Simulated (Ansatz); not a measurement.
# CH7FO3Si: the cost of one run

Method: UKS B3LYP-D4/STO-3G, in Ansatz 0.2.0.

## Step 1: Starting point

Bond lengths: Si1–F2 2.007 Å, Si1–O3 1.613 Å, Si1–O4 1.631 Å, Si1–O5 1.624 Å, Si1–C7 2.175 Å, O3–H8 0.954 Å, O4–H9 0.954 Å, O5–H10 0.954 Å, C7–H11 1.084 Å, C7–H12 1.097 Å, C7–H13 1.083 Å. Angles (14 of 19 angles, heavy atoms first): F2–Si1–O3 85.3°, F2–Si1–O4 168.3°, F2–Si1–O5 85.0°, F2–Si1–C7 75.0°, O3–Si1–O4 97.6°, O3–Si1–O5 128.2°, O3–Si1–C7 112.6°, O4–Si1–O5 101.7°, O4–Si1–C7 93.5°, O5–Si1–C7 113.6°, Si1–O3–H8 120.0°, Si1–O4–H9 118.9°, Si1–O5–H10 119.2°, Si1–C7–H11 100.8°.

Structure file:

```xyz
13

Si   -0.2586   -0.0866    0.6351
F     1.4278   -1.0746    0.1773
O    -0.8958   -1.5499    0.8698
O    -1.6495    0.7635    0.6798
O     0.6845    0.7714    1.6408
H     0.9747   -0.4694   -0.7622
C     0.0910    0.3445   -1.4683
H    -0.3338   -2.3214    0.8707
H    -1.6344    1.6550    1.0184
H     1.5647    0.4577    1.8348
H     0.2060    1.4220   -1.4376
H     0.7398   -0.0131   -2.2768
H    -0.9164    0.1007   -1.7818
```

## Step 2: Run 1

150 steps of 0.5 fs at constant energy, with velocities drawn for 300 K.

The input, input.yaml:

```yaml
crystal:
  periodic: [false, false, false]
  atoms:
    - { symbol: Si, position_ang: [-0.2586, -0.0866, 0.6351] }
    - { symbol: F, position_ang: [1.4278, -1.0746, 0.1773] }
    - { symbol: O, position_ang: [-0.8958, -1.5499, 0.8698] }
    - { symbol: O, position_ang: [-1.6495, 0.7635, 0.6798] }
    - { symbol: O, position_ang: [0.6845, 0.7714, 1.6408] }
    - { symbol: H, position_ang: [0.9747, -0.4694, -0.7622] }
    - { symbol: C, position_ang: [0.091, 0.3445, -1.4683] }
    - { symbol: H, position_ang: [-0.3338, -2.3214, 0.8707] }
    - { symbol: H, position_ang: [-1.6344, 1.655, 1.0184] }
    - { symbol: H, position_ang: [1.5647, 0.4577, 1.8348] }
    - { symbol: H, position_ang: [0.206, 1.422, -1.4376] }
    - { symbol: H, position_ang: [0.7398, -0.0131, -2.2768] }
    - { symbol: H, position_ang: [-0.9164, 0.1007, -1.7818] }
magnetization:
  spin_polarized: true
basis:
  gaussian: { orbitals: STO-3G }
hamiltonian:
  xc: b3lyp
  dispersion: d4
md:
  timestep: 0.5
  n_steps: 150
  ensemble: nve
  temperature: 300.0
  initial_velocities: maxwell_boltzmann
  seed: 823024
```

Started as:

```console
> ansatz run input.yaml --threads 1 --pin off --max-ram 2048MiB --backend cpu --events-out ev --progress --plain --runs-dir out
```

**Question.** How long does this run take on 1 thread of Arm Neoverse V1, shared host, and how much memory does it need?

About 12 min, with a peak of 0.17 GiB.
